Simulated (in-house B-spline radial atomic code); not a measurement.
# Sr⁵⁺: ionisation energy by several methods

One table from this session's results is given with a row withheld; the runs are named, their logs left out.

Program: in-house B-spline radial atomic code version 1. Level of theory: scalar-relativistic (X2C), several functionals, spin-polarised; spherical all-electron atom at the radial basis limit. These are calculated values, not measurements, unless marked.

### What is computed

- element: strontium (Z = 38)
- charge: +5
- electrons: 33
- configuration: [Ar] 3d10 4s2 4p3
- nucleus: Fermi, rms radius 4.224 fm

Outer shells as boxes (Hund's rule):

[Ar] 3d10 4s2 4p3
```
[Ar] core
3d [↑↓][↑↓][↑↓][↑↓][↑↓]
4s [↑↓]
4p [↑ ][↑ ][↑ ]
```

Where spins are not typed, each open shell is filled with up spins first.

Set-up of the first run:

The run's settings:

```ini
Z = 38
electrons = 33.0
configuration = [Ar] 3d10 4s2 4p3
hamiltonian = x2c
method = pbe,pbe
spin_polarised = True
nucleus = fermi
rms_radius = 4.224
mass_number = 88
atomic_mass = 87.905612253
speed_of_light = 137.035999084
```

Among the steps run: PBE, a GGA; M06-L, a meta-GGA; exchange-only LDA; BP86, a GGA; RPBE, a GGA; LDA (PW92); LDA (VWN5); AM05, a GGA.

One table of the session follows, with a row left open; its other results are not shown here.

| method | ΔSCF (eV) |
| --- | --- |
| exchange-only LDA | 87.930 |
| LDA (PW92) | 89.225 |
| LDA (VWN5) | 89.236 |
| PBE | 89.156 |
| BP86 | 89.221 |
| RPBE | 89.142 |
| AM05 | 89.136 |
| M06-L | ? |

Estimate the missing values for M06-L.

**Answer.** ΔSCF (eV): 89.409. In the column «ΔSCF (eV)» it is the highest.

To keep in mind: Meta-GGA runs start from a PBE run whose iterations are not counted.
